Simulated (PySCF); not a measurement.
**The bond of SrF+, level by level**

The task here is to estimate one member of a computed series from the others.

Method: Sr def2-SVP with ECP28, F def2-SVP, scalar-relativistic core potentials; program: PySCF 2.14.0.

The first run:

The job is set up so:

```
atoms                         : Sr, F
charge                        : 1
basis                         : Sr def2-SVP with ECP28, F def2-SVP
Hamiltonian                   : scalar-relativistic core potentials
basis functions               : 37
electrons treated             : 18
masses in u                   : 87.9056, 18.9984
levels                        : PBE0, PBE, r²SCAN, B3LYP, M06-L, r²SCANh, LC-ωPBE, HF, MP2, SCS-MP2, CCSD, CCSD(T)
grid                          : 80 radial by 434 angular points
occupations                   : held fixed by the projection of orbital angular momentum
dissociation limit            : Sr+ + F, each in its ground configuration
starting distance in angstrom : 2.425
values of 2S to try           : 0, 2
```

On the command line:

```
> OMP_NUM_THREADS=1 python dia.py task.json out
```

Steps of the session up to this table: Set-up; First curve: PBE0; Excited determinants; PBE; r²SCAN (meta-GGA); B3LYP (global hybrid GGA); M06-L (meta-GGA); r²SCANh (hybrid meta-GGA); LC-ωPBE (range-separated hybrid); RHF; MP2 and coupled cluster.

One table of the session follows, with a row left open; its other results are not shown here.

It belongs to the step «Constants by level of theory». Differences from CCSD(T) in the same basis:

| level | Re (mÅ) | ωe (%) |
| --- | --- | --- |
| RHF | +1 | +0.5 |
| RHF-MP2 | -3 | +0.3 |
| RHF-SCS-MP2 | -1 | +0.1 |
| RHF-CCSD | 0 | +0.3 |
| PBE | ? | ? |
| r²SCAN | -19 | +1.2 |
| M06-L | -13 | +0.6 |
| r²SCANh | -21 | +1.8 |
| B3LYP | -19 | +0.9 |
| PBE0 | -26 | +2.0 |
| LC-ωPBE | -22 | +2.0 |

**Question.** Estimate the row for PBE.

The run gave: Re (mÅ): -19; ωe (%): -0.3.
